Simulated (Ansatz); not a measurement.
GeH5NTe, SMILES [NH2][GeH2][TeH], vertical spin-state energies

Program: Ansatz's Python interface.

The cells in order, each with its output:

**Cell 1**
```python
from dataclasses import dataclass

import ansatz as az
from ase import Atoms
```

**Cell 2**
```python
@dataclass(frozen=True)
class Options:
    basis_set: str = "x2c-TZVPPall"
    functional: str = "hf"


cfg = Options()
```

**Cell 3**
```python
atoms = Atoms(["N", "Ge", "Te", "H", "H", "H", "H", "H"], positions=[
    (-1.0691, 0.3136, -0.7353),
    (0.4487, 0.401, 0.256),
    (1.3113, -1.9786, 0.5345),
    (-1.3329, 1.3615, -0.8998),
    (-0.8609, -0.0322, -1.7022),
    (0.1571, 1.035, 1.6471),
    (1.5374, 1.2682, -0.4737),
    (-0.0995, -2.4257, 1.3176),
])
mol = az.Crystal.molecule_from_ase(atoms)
```

**Cell 4**
```python
calculation = (
    mol.calculation()
    .basis(gaussian=cfg.basis_set)
    .functional(cfg.functional)
)
found = {}
for unpaired in [0, 2]:
    rep = calculation.spin("collinear", total=unpaired).run().report
    s = unpaired / 2
    found[unpaired] = rep["free_energy_ev"]
    print(f"2S+1 = {unpaired + 1}: E = {found[unpaired]:.5f} eV, <S^2> = {abs(rep['mean_field']['state']['spin_squared']):.3f} (pure state {s * (s + 1):.2f})")
lowest = min(found, key=found.get)
for unpaired, e in found.items():
    print(f"multiplicity {unpaired + 1}: {(e - found[lowest]):.3f} eV above the lowest")
```
Output:
```text
2S+1 = 1: E = -243421.21054 eV, <S^2> = 0.000 (pure state 0.00)
2S+1 = 3: E = -243417.45459 eV, <S^2> = 2.030 (pure state 2.00)
multiplicity 1: 0.000 eV above the lowest
multiplicity 3: 3.756 eV above the lowest
```

In order: multiplicity 1 (+0.00 eV) and multiplicity 3 (+3.76 eV), all at the one geometry.

Notes:
- These settings explore the input space; basis and method may be short of convergence.
- The geometry is a force-field or estimated start, not a minimum of this method, and the basis set is short of its limit. All parts are taken at fixed geometry, without zero-point energy.
- Hartree-Fock leaves correlation out, so it favours high-spin states too much.
- Spin-orbit coupling, which mixes and shifts the spin states of heavy atoms, is left out.
- Timing: 2.3 min on 1 thread of Arm Neoverse V1 (shared host), peak memory 1.4 GiB.

(Lines on the test bed's own set-up are left out of the output.)
